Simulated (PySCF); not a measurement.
# H9N3Nd (Nd(NH3)33+): the cost of one run

Program: PySCF 2.14.0. Level of theory: PBE, Nd lcecp-1-SVP with ECP49, N def2-SVP, H def2-SVP; scalar-relativistic core potentials, no spin–orbit coupling. These are calculated values, not measurements.

1 further run of the same task is left out (for a known fault of the program).

**1. Starting geometry**

13 atoms, charge 3, spin multiplicity 1.

Bond lengths: Nd1–N2 2.482 Å, Nd1–N6 2.482 Å, Nd1–N10 2.482 Å, N2–H3 1.047 Å, N2–H4 1.046 Å, N2–H5 1.046 Å, N6–H7 1.047 Å, N6–H8 1.046 Å, N6–H9 1.046 Å, N10–H11 1.047 Å, N10–H12 1.046 Å, N10–H13 1.046 Å. Angles: N2–Nd1–N6 110.6°, N2–Nd1–N10 110.5°, N6–Nd1–N10 110.5°, Nd1–N2–H3 114.5°, Nd1–N2–H4 116.5°, Nd1–N2–H5 115.7°, H3–N2–H4 102.7°, H3–N2–H5 102.7°, H4–N2–H5 102.9°, Nd1–N6–H7 114.5°, Nd1–N6–H8 116.5°, Nd1–N6–H9 115.7°, H7–N6–H8 102.7°, H7–N6–H9 102.7°, H8–N6–H9 102.9°, Nd1–N10–H11 114.5°, Nd1–N10–H12 116.5°, Nd1–N10–H13 115.7° and more.

Geometry (Å):

```
Nd    0.00000    0.00000    0.77596
N     2.35512   -0.00124   -0.00610
H     3.05496   -0.27078    0.72405
H     2.58488   -0.64895   -0.79414
H     2.72063    0.91745   -0.34599
N    -1.17649    2.04021   -0.00610
H    -1.29298    2.78106    0.72405
H    -0.73043    2.56304   -0.79414
H    -2.15485    1.89741   -0.34599
N    -1.17863   -2.03897   -0.00610
H    -1.76198   -2.51028    0.72405
H    -1.85445   -1.91409   -0.79414
H    -0.56578   -2.81486   -0.34599
```

Formal oxidation states: Nd +3. Each metal's 3 4f electrons lie in its core potential, so multiplicities, spins and levels count the valence alone. An earlier session relaxed this geometry at PBE, Nd lcecp-1-SVP with ECP49, N def2-SVP, H def2-SVP (singlet, point group C3).

Its energy there is -202.260447 Eh.

**2. Atoms moved at random, σ = 0.03 Å**

run.py (the lines that set the calculation) reads:

```python
mol = gto.M(atom='''
Nd    -0.02515    -0.00438     0.78400
N      2.34849     0.04055    -0.06043
H      3.10640    -0.25631     0.76179
H      2.57571    -0.69950    -0.76684
H      2.65788     0.86090    -0.40771
N     -1.17855     2.02973     0.01932
H     -1.25634     2.76021     0.72181
H     -0.73100     2.60944    -0.82654
H     -2.14266     1.90772    -0.30817
N     -1.19657    -2.04512    -0.00448
H     -1.76355    -2.48999     0.72497
H     -1.85390    -1.93368    -0.77843
H     -0.54076    -2.77957    -0.34989''',
    basis={'Nd': 'lcecp-1-SVP', 'N': 'def2-SVP', 'H': 'def2-SVP'},
    ecp={'Nd': 'lcecp-1-SVP'},
    charge=3, spin=0)
mf = dft.RKS(mol, xc='PBE')
mf.grids.atom_grid = (50, 194)  # f atoms: unpruned, at least (60, 302)
mf = mf.density_fit()  # fitting sets: Nd AutoAux, N def2-universal-JKFIT, H def2-universal-JKFIT
mf.conv_tol = 1e-08; mf.max_cycle = 55
mf.kernel(dm0)  # dm0: the density of the relaxed state
```

On the command line:

```
OMP_NUM_THREADS=2 python run.py
```

**Question.** How long does this run take on 2 threads of Intel Xeon Platinum 8488C (Sapphire Rapids), shared host?

About 11 s.
